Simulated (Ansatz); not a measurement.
# Alloy of MgS and CaS (28 of 32 Mg sites exchanged), 64 atoms, part 1 of 3

Wanted: the relaxed alloy cell and its gap (PBEsol, HSE06 and r²SCAN).

All numbers are computed with Ansatz 0.2.0 (PAW, plane waves).

## Step 1: The system as built

64 atoms (32 S, 28 Ca, 4 Mg); a = 11.158 Å, b = 11.158 Å, c = 11.158 Å, α = 90.00°, β = 90.00°, γ = 90.00°. All atoms were shaken off their sites by about 0.02 Å along each axis.

Steps to follow: (2) PBEsol cell relaxation at the single k point (¼, ¼, ¼), on 1 × NVIDIA H100 80GB HBM3 with 2 threads of AMD EPYC 7R13; (3) HSE06 single point at the Γ point alone, on 1 × NVIDIA H100 80GB HBM3 with 2 threads of AMD EPYC 7R13; (4) r²SCAN single point at the Γ point alone, on 1 × NVIDIA H100 80GB HBM3 with 2 threads of AMD EPYC 7R13.

## Step 2: Relaxing cell and atoms with PBEsol

Contents of in.yaml:

```yaml
crystal:
  lattice:
    - [11.158140, 0.000000, 0.000000]
    - [0.000000, 11.158140, 0.000000]
    - [0.000000, 0.000000, 11.158140]
  atoms:
    - { symbol: S, position: [0.247878, 0.999720, 0.002400] }
    - { symbol: S, position: [0.251528, 0.996759, 0.498942] }
    - { symbol: S, position: [0.249418, 0.500277, 0.001986] }
    - { symbol: S, position: [0.253107, 0.499183, 0.497952] }
    - { symbol: S, position: [0.749182, 0.000208, 0.994596] }
    - { symbol: S, position: [0.750013, 0.002064, 0.500678] }
    - { symbol: S, position: [0.748072, 0.501982, 0.001575] }
    - { symbol: S, position: [0.748608, 0.498935, 0.497460] }
    - { symbol: S, position: [0.000079, 0.251960, 0.000419] }
    - { symbol: S, position: [0.997747, 0.251659, 0.500665] }
    - { symbol: S, position: [0.003002, 0.748435, 0.998249] }
    - { symbol: S, position: [0.998411, 0.748797, 0.498275] }
    - { symbol: S, position: [0.497434, 0.248512, 0.998510] }
    - { symbol: S, position: [0.499007, 0.250765, 0.498864] }
    - { symbol: S, position: [0.500788, 0.749739, 0.999493] }
    - { symbol: S, position: [0.501140, 0.753845, 0.501691] }
    - { symbol: S, position: [0.001643, 0.999641, 0.251039] }
    - { symbol: S, position: [0.995836, 0.000779, 0.749850] }
    - { symbol: S, position: [0.003977, 0.501996, 0.252181] }
    - { symbol: S, position: [0.002412, 0.500539, 0.749281] }
    - { symbol: S, position: [0.499194, 0.998717, 0.247929] }
    - { symbol: S, position: [0.496004, 0.997959, 0.751377] }
    - { symbol: S, position: [0.500962, 0.499462, 0.248177] }
    - { symbol: S, position: [0.500350, 0.499967, 0.752959] }
    - { symbol: S, position: [0.251757, 0.248021, 0.247902] }
    - { symbol: S, position: [0.247794, 0.247783, 0.751890] }
    - { symbol: S, position: [0.248922, 0.750683, 0.249354] }
    - { symbol: S, position: [0.250808, 0.751368, 0.750994] }
    - { symbol: S, position: [0.745642, 0.252856, 0.250251] }
    - { symbol: S, position: [0.748837, 0.249788, 0.747937] }
    - { symbol: S, position: [0.752999, 0.750288, 0.248961] }
    - { symbol: S, position: [0.751294, 0.749407, 0.750419] }
    - { symbol: Ca, position: [0.000961, 0.001872, 0.998491] }
    - { symbol: Ca, position: [0.999106, 0.001797, 0.500852] }
    - { symbol: Ca, position: [0.997560, 0.499333, 0.998622] }
    - { symbol: Ca, position: [0.001403, 0.499478, 0.497624] }
    - { symbol: Ca, position: [0.503023, 0.997201, 0.000194] }
    - { symbol: Ca, position: [0.499672, 0.999154, 0.500605] }
    - { symbol: Ca, position: [0.498102, 0.501733, 0.999296] }
    - { symbol: Ca, position: [0.496959, 0.499242, 0.498805] }
    - { symbol: Ca, position: [0.251530, 0.250048, 0.497409] }
    - { symbol: Ca, position: [0.253970, 0.750599, 0.501006] }
    - { symbol: Ca, position: [0.750287, 0.251326, 0.999316] }
    - { symbol: Ca, position: [0.748678, 0.251324, 0.499848] }
    - { symbol: Ca, position: [0.751307, 0.751521, 0.998627] }
    - { symbol: Ca, position: [0.748993, 0.748676, 0.502837] }
    - { symbol: Ca, position: [0.247931, 0.002007, 0.251056] }
    - { symbol: Ca, position: [0.249945, 0.000099, 0.748863] }
    - { symbol: Ca, position: [0.254663, 0.503207, 0.251081] }
    - { symbol: Ca, position: [0.748913, 0.000310, 0.252161] }
    - { symbol: Ca, position: [0.750072, 0.000415, 0.750108] }
    - { symbol: Ca, position: [0.748858, 0.502331, 0.251156] }
    - { symbol: Ca, position: [0.751455, 0.500202, 0.750383] }
    - { symbol: Ca, position: [0.000314, 0.249544, 0.246631] }
    - { symbol: Ca, position: [0.002083, 0.250950, 0.750712] }
    - { symbol: Ca, position: [0.000025, 0.747567, 0.247274] }
    - { symbol: Ca, position: [0.002013, 0.749813, 0.751803] }
    - { symbol: Ca, position: [0.499340, 0.248949, 0.249445] }
    - { symbol: Ca, position: [0.502724, 0.252220, 0.754177] }
    - { symbol: Ca, position: [0.502064, 0.752250, 0.748900] }
    - { symbol: Mg, position: [0.251242, 0.254753, 0.000637] }
    - { symbol: Mg, position: [0.248441, 0.747805, 0.997715] }
    - { symbol: Mg, position: [0.251835, 0.500330, 0.746758] }
    - { symbol: Mg, position: [0.503772, 0.747235, 0.249327] }
  symmetry: { detect: false }
kpoints:
  mp_grid: { grid: [1, 1, 1], shift: [0.25, 0.25, 0.25] }
hamiltonian:
  xc: pbesol
scf:
  occupations: { method: fermi_dirac, width: 0.01 }
relax:
  f_tol: 0.03
  max_steps: 80
  escape_saddle: false
  adjacent_minimum: "off"
  cell: { fix: [shape] }
output:
  forces: true
  eigenvalues: true
  populations: true
  write_density: true
  write_potential: true
  elf: true
  volumetric_format: npy
```

Launch:

```
$ ansatz run in.yaml --threads 2 --pin off --max-ram 20900MiB --runs-dir r --events-out ev --progress --plain --backend cuda --devices 0, --max-vram 18GiB
```

Output:

```text
Pseudopotentials: kind: paw
Functional definition: PBEsol
  exchange = pbesol_x
  correlation = pbesol_c
Crystal: 64 atoms, lattice volume = 1389.234 Å³
Basis set: ecut = 420 eV, 27201 PW (Γ), exchange–correlation on 150×150×150 points (8 copies of the dense FFT grid, shifted against one another)
Bands: 320, of which v1, the nominal top of the filled ones, is band 256 counted from 1 (255 counted from 0)
Symmetry: 1 space group operations
k-points: 1
Non-local potential: S, projectors of the file, l = 0: 2, l = 1: 2, l = 2: 2
Non-local potential: Ca, projectors of the file, l = 0: 3, l = 1: 2, l = 2: 2
Non-local potential: Mg, projectors of the file, l = 0: 3, l = 1: 2, l = 2: 1
PAW form: soft (Blöchl's): semilocal exchange-correlation on the pseudo side does not see the compensation charge
PAW frozen core: S, regenerated for the run's functional, and the local potential with it (the file was generated under x = pbe(κ = 0.804, μ = 0.2195149727645171), c = pbe(β = 0.06672455060314922))
PAW frozen core: Ca, regenerated for the run's functional, and the local potential with it (the file was generated under x = pbe(κ = 0.804, μ = 0.2195149727645171), c = pbe(β = 0.06672455060314922))
PAW frozen core: Mg, regenerated for the run's functional, and the local potential with it (the file was generated under x = pbe(κ = 0.804, μ = 0.2195149727645171), c = pbe(β = 0.06672455060314922))
PAW one-centre angular grid: S, 110 points (default); XC on 64 Gauss nodes
PAW one-centre angular grid: Ca, 110 points (default); XC on 64 Gauss nodes
PAW one-centre angular grid: Mg, 110 points (default); XC on 64 Gauss nodes
Initial density: superposition of atomic densities (neutral atoms: chi_scale 0, normalization atom), corrected by the library's trained network
Initial wavefunctions: pseudopotential atomic-orbital guess
Functional: x = pbesol(κ = 0.804, μ = 0.12345679012345678), c = pbesol(β = 0.046)
SCF iter   1: F=—  HF=-86323.513416 eV  |F-HF|=—  |Δ(HF+E_count)|=         —  Δρ=4.22e-3  dr2=3.98e-1  ethr=1.77e-3  ⟨swp⟩=9.0  Hψ=1685  notcnv=0  defer=41
preconditioner: auto → Resta (q_TF=auto, 2.310 Å⁻¹)  ε∞=2.9  [insulator: Δε(μ)=2.862 eV  Ē_g=14.968 eV  σ=0.010 eV  W_gap=1.00  n_scr=256 (ndim 8)  ℏωp=20.5 eV  f_vac=0.000  D(μ)=0.00/eV (n_scr^D=0)  ε∞_Penn≈2.9]
SCF iter   2: F=—  HF=-86323.403773 eV  |F-HF|=—  |Δ(HF+E_count)|=   1.10e-1  Δρ=1.73e-3  dr2=5.37e-2  ethr=7.77e-5  ⟨swp⟩=2.0  Hψ=468  notcnv=0  defer=58
SCF iter   3: F=—  HF=-86323.392531 eV  |F-HF|=—  |Δ(HF+E_count)|=   1.12e-2  Δρ=4.53e-4  dr2=2.16e-3  ethr=1.05e-5  ⟨swp⟩=2.0  Hψ=396  notcnv=0  defer=58
SCF iter   4: F=—  HF=-86323.392875 eV  |F-HF|=—  |Δ(HF+E_count)|=   3.44e-4  Δρ=1.27e-4  dr2=3.94e-4  ethr=4.23e-7  ⟨swp⟩=3.0  Hψ=518  notcnv=0  defer=58
SCF iter   5: F=—  HF=-86323.393387 eV  |F-HF|=—  |Δ(HF+E_count)|=   5.12e-4  Δρ=2.82e-5  dr2=1.32e-5  ethr=7.69e-8  ⟨swp⟩=2.0  Hψ=359  notcnv=0  defer=58
SCF iter   6: F=—  HF=-86323.392637 eV  |F-HF|=—  |Δ(HF+E_count)|=   7.50e-4  Δρ=1.05e-5  dr2=1.29e-6  ethr=2.57e-9  ⟨swp⟩=2.0  Hψ=518  notcnv=0  defer=58
SCF iter   7: F=—  HF=-86323.392638 eV  |F-HF|=—  |Δ(HF+E_count)|=   9.58e-7  Δρ=3.08e-6  dr2=2.27e-7  ethr=2.53e-10  ⟨swp⟩=2.0  Hψ=518  notcnv=0  defer=58
SCF iter   8: F=-86323.392638 eV  HF=-86323.392638 eV  |F-HF|=3.70e-9  |Δ(HF+E_count)|=   2.31e-8  Δρ=7.62e-7  dr2=9.63e-9  ethr=1.95e-11  ⟨swp⟩=26.0  Hψ=3800  notcnv=0
SCF 1 converged in 8 iterations: F = -86323.392638 eV  dr2 = 9.63e-9
relax step   1: F+E_penalty+E_count = -86323.39263780 eV  Δ(F+E_penalty+E_count) = +0.000e0 eV  max|allowed force component| = 6.621e-1 eV/Å  Δτ_max = 0.0000 Å  P = +0.330 GPa  Ω = 1389.234 Å³  fix = [alpha, beta, gamma, b/a, c/a]  reactions: b/a +0.031, c/a -0.010 GPa; alpha +0.131, beta +0.112, gamma +0.136 GPa/rad  (8 SCF iters, dr2 threshold 1.00e-7 eV, accepted)
[... 12 lines left out ...]
relax step   2: F+E_penalty+E_count = -86323.93052869 eV  Δ(F+E_penalty+E_count) = -5.379e-1 eV  max|allowed force component| = 4.172e-1 eV/Å  Δτ_max = 0.1991 Å  P = -0.159 GPa  Ω = 1396.941 Å³  energy of the carried Pulay correction = -1.002e-4 eV  fix = [alpha, beta, gamma, b/a, c/a]  reactions: b/a +0.106, c/a -0.066 GPa; alpha +0.134, beta +0.137, gamma +0.124 GPa/rad  (6 SCF iters, dr2 thresh [...]
[... 7 lines left out ...]
relax step   3: F+E_penalty+E_count = -86324.11012742 eV  Δ(F+E_penalty+E_count) = -1.796e-1 eV  max|allowed force component| = 1.095e-1 eV/Å  Δτ_max = 0.0751 Å  P = +0.066 GPa  Ω = 1391.591 Å³  energy of the carried Pulay correction = -3.069e-5 eV  fix = [alpha, beta, gamma, b/a, c/a]  reactions: b/a +0.117, c/a -0.073 GPa; alpha +0.132, beta +0.134, gamma +0.134 GPa/rad  (5 SCF iters, dr2 thresh [...]
[... 9 lines left out ...]
relax step   4: F+E_penalty+E_count = -86324.11928183 eV  Δ(F+E_penalty+E_count) = -9.154e-3 eV  max|allowed force component| = 9.426e-3 eV/Å  Δτ_max = 0.0295 Å  P = -0.031 GPa  Ω = 1393.560 Å³  energy of the carried Pulay correction = -5.628e-5 eV  fix = [alpha, beta, gamma, b/a, c/a]  reactions: b/a +0.116, c/a -0.073 GPa; alpha +0.130, beta +0.134, gamma +0.133 GPa/rad  (5 SCF iters, dr2 thresh [...]
[... 10 lines left out ...]
relax step   5: F+E_penalty+E_count = -86324.11935711 eV  Δ(F+E_penalty+E_count) = -7.528e-5 eV  max|allowed force component| = 9.431e-3 eV/Å  Δτ_max = 0.0000 Å  P = -0.031 GPa  Ω = 1393.560 Å³  fix = [alpha, beta, gamma, b/a, c/a]  reactions: b/a +0.116, c/a -0.073 GPa; alpha +0.130, beta +0.134, gamma +0.133 GPa/rad  stress off target by 3.13e-2 GPa on what of the cell is left free  SCF on the b [...]
SCF converged after 5 iterations
Free energy (F): -86324.119357 eV
Harris-Foulkes:  -86324.119357 eV  (|F-HF|=4.37e-10)
Internal energy: -86324.119357 eV  (E = F + TS)
E sigma→0 (E₀):  -86324.119357 eV
Fermi energy:    7.474801 eV
--- Per-component energies (eV) ---
  E_band       = -4946.021015
  E_kinetic    = 11564.851966
  E_local      = -29476.939906  (includes V_loc(G=0)·N_el)
  E_nonlocal   = 3100.182658
  E_hartree    = 9866.065110
  E_xc         = -7042.065157
  E_vxc        = -7777.849380  (∫ρ·V_xc dr)
  E_paw        = -43253.448600  (= ΣΔE_a)
  E_vpaw       = -2088.396816  (= ΣTr[D̂ρ^β])
  E_aug_tail   = -0.000129  (compensation charges beyond the density's cutoff)
  E_ewald      = -31088.309367
  E_core_change = 5.544068  (= ΣΔE_core)
  E_smearing   = -0.000000  (= −TS)
  E_closure    = -0.000000  (closes the sum)
  Σ components = -86324.119357   (vs F -86324.119357, Δ=0.00e0)
--- Forces (eV/Å), atoms counted from 1 ---
  atom   1  S     -0.00033899     0.00344982     0.00102977
  atom   2  S      0.00016385     0.00020280     0.00021039
  atom   3  S      0.00000532    -0.00179511    -0.00365402
  atom   4  S      0.00040880     0.00053176     0.00317131
  atom   5  S      0.00035800    -0.00004085     0.00025933
  atom   6  S      0.00006720     0.00022027     0.00068742
  atom   7  S      0.00066028    -0.00016602     0.00025287
  atom   8  S     -0.00008276     0.00001299    -0.00015284
  atom   9  S     -0.00136095    -0.00021260     0.00023280
  atom  10  S      0.00051668    -0.00011287     0.00029696
  atom  11  S     -0.00003385    -0.00039772    -0.00064851
  atom  12  S      0.00003877     0.00042202     0.00013325
  atom  13  S     -0.00131376     0.00088554     0.00037212
  atom  14  S     -0.00001777    -0.00028372     0.00029674
  atom  15  S     -0.00166224     0.00050467    -0.00036496
  atom  16  S      0.00036347    -0.00017300     0.00087788
  atom  17  S      0.00041058     0.00007082    -0.00018756
  atom  18  S      0.00051030     0.00035522     0.00079000
  atom  19  S     -0.00023758    -0.00002676    -0.00014228
  atom  20  S     -0.00251880    -0.00012547    -0.00165716
  atom  21  S      0.00062005     0.00204166     0.00050093
  atom  22  S     -0.00063791    -0.00020713     0.00029816
  atom  23  S     -0.00080955     0.00071026     0.00019397
  atom  24  S      0.00190445     0.00027851    -0.00316543
  atom  25  S      0.00022491     0.00121362    -0.00330467
  atom  26  S     -0.00026507     0.00297094     0.00144892
  atom  27  S     -0.00192564    -0.00114898    -0.00275820
  atom  28  S     -0.00044595    -0.00335067     0.00308692
  atom  29  S      0.00029524    -0.00067550     0.00009798
  atom  30  S     -0.00003645    -0.00050536     0.00031701
  atom  31  S     -0.00355636     0.00076408     0.00058780
  atom  32  S     -0.00051912     0.00081717    -0.00009609
  atom  33  Ca     0.00188007     0.00003352    -0.00044621
  atom  34  Ca     0.00003740     0.00000616    -0.00011530
  atom  35  Ca     0.00002648     0.00046180    -0.00092276
  atom  36  Ca    -0.00046437     0.00012455     0.00071619
  atom  37  Ca     0.00033430     0.00063263     0.00038177
  atom  38  Ca     0.00049457    -0.00046555    -0.00160633
  atom  39  Ca    -0.00007550    -0.00152065    -0.00039671
  atom  40  Ca    -0.00000110     0.00005706     0.00062699
  atom  41  Ca     0.00012394    -0.00251500    -0.00245601
  atom  42  Ca    -0.00149644     0.00245586    -0.00073760
  atom  43  Ca    -0.00010419    -0.00029952    -0.00022510
  atom  44  Ca     0.00023241     0.00164351    -0.00025080
  atom  45  Ca     0.00225438     0.00097107    -0.00012503
  atom  46  Ca     0.00017437    -0.00108653     0.00036007
  atom  47  Ca    -0.00077413     0.00046155     0.00160532
  atom  48  Ca    -0.00008157     0.00005426    -0.00184304
  atom  49  Ca     0.00094686    -0.00000983     0.00150692
  atom  50  Ca    -0.00024641    -0.00081532     0.00025326
  atom  51  Ca    -0.00026202    -0.00034054    -0.00006391
  atom  52  Ca     0.00005888     0.00038380    -0.00030102
  atom  53  Ca     0.00068080     0.00029982    -0.00045165
  atom  54  Ca     0.00031887     0.00020318    -0.00143711
  atom  55  Ca     0.00177566     0.00068276     0.00097772
  atom  56  Ca    -0.00109868    -0.00051101     0.00091769
  atom  57  Ca    -0.00066526    -0.00029682    -0.00106664
  atom  58  Ca    -0.00008691     0.00013154    -0.00099233
  atom  59  Ca    -0.00029820     0.00010395     0.00064629
  atom  60  Ca     0.00118202    -0.00102371    -0.00020507
  atom  61  Mg     0.00122761    -0.00325247     0.00747052
  atom  62  Mg     0.00159368     0.00127729     0.00943120
  atom  63  Mg     0.00104847    -0.00111204    -0.00510481
  atom  64  Mg     0.00047887    -0.00296858    -0.00515994
  max |Σ_I F_I| component: 2.84e-6 eV/Å
--- Stress (GPa, compression-positive) ---
       -0.074236      -0.133193      -0.134161
       -0.133193       0.084226      -0.130206
       -0.134161      -0.130206      -0.103875
  P = ⅓ Tr σ = -0.0313 GPa (-0.313 kbar)
--- Band table (eV) ---
  k-point 0: bands = [... 244 lower levels ..., "5.4427", "5.4510", "5.4857", "5.4932", "5.6017", "5.6147", "5.6453", "5.6968", "5.7065", "5.7096", "6.0081", "6.0099", "8.9364", "8.9520", "8.9587", "9.3320", "9.3370", "9.3493", "9.8490", "9.9505", "9.9939", "10.0359", "10.1708", "10.1966", ... 52 higher levels ...]
--- Relaxed structure (4 steps of the walk, 4 accepted, 1 SCFs on fresh bases) ---
  F+E_penalty+E_count = -86324.11935711 eV   max|allowed force component| = 9.431e-3 eV/Å   (the final SCF, on the basis selected at the relaxed cell)
  cell:  # Å, volume = 1393.5595 Å³
    - [11.169708533203233, 8.24612729005467e-144, 1.986631740443286e-143]
    - [8.24612729005467e-144, 11.169708533203233, -2.7158112857456054e-143]
    - [1.986631740443286e-143, -2.7158112857456054e-143, 11.169708533203233]
  atoms:
    - { symbol: S, position: [0.25013123470110843, 1.0007355354448766, -0.0010492601351259853] }
    - { symbol: S, position: [0.2501194968992951, 1.000288520066873, 0.5005157928486513] }
[... 62 atoms left out; the next input holds them all, rounded ...]
--- Löwdin populations: 64 sites ---
  site symbol       q [e]
     0      S      7.2680
     1      S      7.2710
[... 62 atoms left out ...]
  spilling = 0.017207 (of n_electrons = 512.000000)
```

It took 8 s on 1 × NVIDIA H100 80GB HBM3 with 2 threads of AMD EPYC 7R13, shared host; peak host memory 1.5 GiB.

The walk (solves on a freshly chosen basis count as rows, and their energies jump a little):

```tsv
accepted step	energy change (eV)	largest force component (eV/Å)	SCF cycles	pressure (GPa)
1	0.000	0.662	8	0.33
2	-0.538	0.417	6	-0.16
3	-0.717	0.109	5	0.07
4	-0.727	0.009	5	-0.03
5	-0.727	0.009	5	-0.03
```

Largest shifts, less the median shift:

```tsv
atom	shift (Å)	dx	dy	dz
S26	0.143	0.026	0.117	0.079
S15	0.142	-0.108	0.006	0.092
S27	0.139	0.099	-0.011	-0.096
S28	0.135	-0.002	-0.100	0.091
S3	0.117	0.007	-0.003	-0.117
S31	0.117	-0.117	-0.001	0.000
S16	0.116	-0.023	-0.039	-0.106
S4	0.113	-0.035	0.013	0.106
```

|  | before | after | change |
| --- | --- | --- | --- |
| a (Å) | 11.158 | 11.170 | +0.10 % |
| b (Å) | 11.158 | 11.170 | +0.10 % |
| c (Å) | 11.158 | 11.170 | +0.10 % |
| volume (Å³/atom) | 21.707 | 21.774 | +0.31 % |

Bonds in the relaxed cell, counted within a distance cut:

```tsv
pair	count	mean (Å)	spread (Å)	least	most
Ca–S	168	2.804	0.033	2.753	2.918
Mg–S	24	2.717	0.041	2.653	2.823
```

Top filled level 6.010 eV, lowest empty level 8.936 eV: 2.93 eV apart at the single k point (¼, ¼, ¼).

Density in a lattice plane of the grid's cell (edges 11.17 and 11.17 Å, at 0.250 of the third edge), which holds S and Ca and Mg.

Ten even steps from '0' (-0.05 e/Å³) to '9' (31.12 e/Å³):
```
000000100000000000100000
000000000000000000000000
000000000000000000000000
100000000000100000000000
210000000001210000000001
100000000000100000000000
000000000000000000000000
000000000000000000000000
000000100000000000100000
000001210000000001210000
000000000000000000100000
000000000000000000000000
000000000000000000000000
000000000000000000000000
210000000001210000000001
100000000000100000000000
000000000000000000000000
000000000000000000000000
000000000000000000100000
000002920000000001210000
```
Columns run along the first of these edges and rows up along the second, over one cell in 24 and 20 even steps from the bottom left corner. Atoms in the plane (fractional): S at (0.01, 1.00), S at (0.00, 0.50), S at (0.49, 0.00), S at (0.50, 0.50), S at (0.25, 0.24), S at (0.25, 0.76), S at (0.75, 0.25), S at (0.75, 0.75), Ca at (0.25, 0.50), Ca at (0.75, 1.00), Ca at (0.75, 0.50), Ca at (0.00, 0.25), Ca at (0.00, 0.75), Ca at (0.50, 0.25), Ca at (0.50, 0.75), Mg at (0.25, 1.00).

ELF in the same plane.

Values, 12 rows by 12 columns:
```
0.86 0.71 0.11 0.07 0.11 0.71 0.86 0.64 0.05 0.47 0.05 0.64
0.48 0.05 0.72 0.87 0.72 0.05 0.49 0.04 0.71 0.86 0.71 0.04
0.73 0.51 0.87 0.00 0.87 0.50 0.73 0.43 0.86 0.03 0.86 0.42
0.45 0.05 0.64 0.83 0.65 0.05 0.45 0.04 0.69 0.86 0.70 0.04
0.85 0.71 0.05 0.52 0.05 0.71 0.85 0.69 0.05 0.46 0.05 0.69
0.02 0.86 0.46 0.73 0.47 0.86 0.02 0.86 0.47 0.73 0.47 0.86
0.86 0.72 0.04 0.47 0.04 0.71 0.86 0.70 0.05 0.47 0.05 0.70
0.44 0.05 0.63 0.82 0.64 0.05 0.44 0.04 0.69 0.86 0.69 0.04
0.73 0.50 0.86 0.00 0.86 0.48 0.73 0.44 0.86 0.03 0.86 0.44
0.49 0.05 0.71 0.86 0.72 0.05 0.49 0.05 0.71 0.86 0.71 0.05
0.86 0.71 0.11 0.07 0.11 0.71 0.86 0.64 0.05 0.46 0.05 0.64
0.00 0.86 0.07 0.19 0.06 0.86 0.01 0.83 0.49 0.73 0.49 0.82
```
Columns run along the first of these edges and rows up along the second, over one cell in 12 and 12 even steps from the bottom left corner. Atoms in the plane (fractional): S at (0.01, 1.00), S at (0.00, 0.50), S at (0.49, 0.00), S at (0.50, 0.50), S at (0.25, 0.24), S at (0.25, 0.76), S at (0.75, 0.25), S at (0.75, 0.75), Ca at (0.25, 0.50), Ca at (0.75, 1.00), Ca at (0.75, 0.50), Ca at (0.00, 0.25), Ca at (0.00, 0.75), Ca at (0.50, 0.25), Ca at (0.50, 0.75), Mg at (0.25, 1.00).

Both are smooth fields of the valence electrons: close to the nuclei they are not physical.

The highest ELF values outside the cores: 0.89 in the shell around S, 0.9 Å from S.

(Continued in part 2 of 3.)
